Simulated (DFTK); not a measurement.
**Pb: single point with PBEsol**

Pb:

```xyz
2
Lattice="3.0386 -1.7503 0.0000 3.0386 1.7503 0.0000 -2.1155 0.0000 6.0952" Properties=species:S:1:pos:R:3 pbc="T T T"
Pb    3.9634    0.0235    4.4427
Pb   -0.0398   -0.0191    1.6547
```

This isn't the form of Pb at room conditions, which is fcc.

The cell isn't the ideal one: atoms moved at random, drawn with an rms of 0.05 Å.

```yaml
Program: DFTK 0.8.2
Task: single point
Functional: PBEsol
Potentials_or_basis: dojo.nc.sr.pbesol.v0_4_1.standard.upf (PBEsol)
Cutoff: 925 eV
k_mesh: 9 × 9 × 5
Occupations: fermi-dirac, width 0.05 eV
Spin: no spin polarisation
```

```yaml
Pressure: -1.9 GPa
Largest_force: 0.189 eV/Å
Band_gap_on_the_k_mesh: none (metal or under the smearing width)
```

Forces in eV/Å, atoms in the order of the input:
```
Pb   0.027 -0.010 -0.187
Pb  -0.027  0.010  0.187
```

Stress tensor (GPa, compression positive):
```
-1.86 -0.06 -0.02
-0.06 -1.89 -0.11
-0.02 -0.11 -1.84
```

Levels at points of the mesh, in eV from the Fermi level:
```
           k point  band 11  band 12  band 13  band 14  band 15  band 16  band 17  band 18
(0.00, 0.00, 0.00)   -11.44    -8.39    -4.00     6.23     6.48     6.50     6.57     6.64
```

It took 30 min on 1 thread of Intel(R) Xeon(R) Processor @ 2.70GHz, with other jobs on the host, peak memory 7.1 GiB.

The run has no spin-orbit coupling, so splittings on Pb are missing.
